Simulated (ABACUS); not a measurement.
Crystal: HfIn4SiO6.

```
Hf In Si O
1.0
     5.69867    0.00381    0.01559
    -0.70506    6.10815   -0.00575
    -2.73718   -1.39557    6.63076
Hf In Si O
1 4 1 6
Direct
  0.11793 0.01556 0.13292
  0.38842 0.99901 0.72891
  0.75865 0.00842 0.49586
  0.23461 0.48841 0.53300
  0.59649 0.48211 0.20528
  0.86778 0.44029 0.85544
  0.55316 0.38738 0.79290
  0.93454 0.38483 0.65596
  0.98414 0.26218 0.00347
  0.99083 0.69806 0.98452
  0.08665 0.06493 0.39374
  0.48680 0.10883 0.21799
```

The cell was built by a generator and needn't be a form met in nature.

Base run:

```yaml
Program: ABACUS 3.10.1
Functional: PBE
Potentials_or_basis: PseudoDojo NC SR 0.4.1 PBE standard
Cutoff: 1143 eV
Density_cutoff: 4572 eV
Basis: plane waves
k_mesh: 5 × 5 × 4
Occupations: fermi-dirac, width 0.05 eV
Spin: no spin polarisation
```

Its results: band gap on the k mesh 0.88 eV, indirect (least direct gap 1.16 eV); pressure -0.3 GPa; largest force 0.191 eV/Å.

After a change of settings the same cell gave: band gap on the k mesh 0.86 eV, indirect (least direct gap 1.12 eV); pressure 1.6 GPa; largest force 0.464 eV/Å. Which change was it?
A. cutoff from 1143 eV to 1361 eV; density cutoff from 4572 eV to 5442 eV; basis from plane waves to TZDP LCAO (the cutoffs set its grid); k mesh from 5 × 5 × 4 to 4 × 4 × 3
B. cutoff from 1143 eV to 1361 eV; density cutoff from 4572 eV to 5442 eV; basis from plane waves to DZP LCAO (the cutoffs set its grid)
C. potentials or basis from PseudoDojo NC SR 0.4.1 PBE standard to SG15 ONCV 1.2 PBE; k mesh from 5 × 5 × 4 to 3 × 3 × 3; valence electrons from 104 to 118

B.

Caveats: spin-orbit coupling is left out, which moves the levels of the heavy elements; an odd mesh through Γ misses points on the zone boundary, where band edges often lie; there are fewer bands than atomic start orbitals, so a level may be missed at k points of high symmetry (some runs); the atomic orbitals were generated for these runs and aren't a published set (some runs); the basis of atomic orbitals isn't converged, which shifts pressures, moduli and gaps (some runs).
